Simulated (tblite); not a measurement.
# C3H7F3GeSi: the cost of one run

The runs use tblite 0.8.0 and PySCF 2.14.0, with density-fitted response routines of our own; the level of theory stands in each step. All values are computed, except where a source is named. Atoms count from 0, in the outputs and in this text.

## 1. The molecule as given

15 atoms, charge 0, multiplicity 1; geometry from: force field or distance geometry start.

Bonds of the start (Å): F0–C1 1.38, C1–F2 1.37, C1–F3 1.38, C1–C4 1.49, C4–C5 1.32, C5–Ge6 1.93, Ge6–Si7 2.31, C4–H8 1.08, C5–H9 1.09, Ge6–H10 1.55, Ge6–H11 1.58, Si7–H12 1.47, Si7–H13 1.46, Si7–H14 1.49.

## 2. Geometry optimisation with GFN2-xTB

Job settings and geometry (Å):

```
{"job": {"kind": "relax", "xc": "GFN2-xTB", "basis": "xTB"}, "charge": 0, "multiplicity": 1}
F     -0.680000    -1.195100    -0.872500
C     -1.847400    -0.478100    -0.683700
F     -2.243700     0.031300    -1.896000
F     -2.804600    -1.335500    -0.172300
C     -1.698200     0.675900     0.253100
C     -0.642700     0.881300     1.012000
Ge     0.880300    -0.298900     1.050600
Si     2.305600     0.058400    -0.732800
H     -2.515200     1.381900     0.272100
H     -0.625600     1.757600     1.659000
H      1.595000    -0.065800     2.407100
H      0.449700    -1.814100     1.073200
H      2.408300    -1.224400    -1.437400
H      3.634500     0.510800    -0.314400
H      1.779800     1.122600    -1.639700
```

On the command line:

```
$ OMP_NUM_THREADS=1 python probes_run.py task.json out
```

This one command runs all jobs of the session in turn.

Q: Estimate the wall time and peak memory of this first job on 1 thread of Arm Neoverse N1, shared host.

About 1.3 s, with a peak of 0.18 GiB.
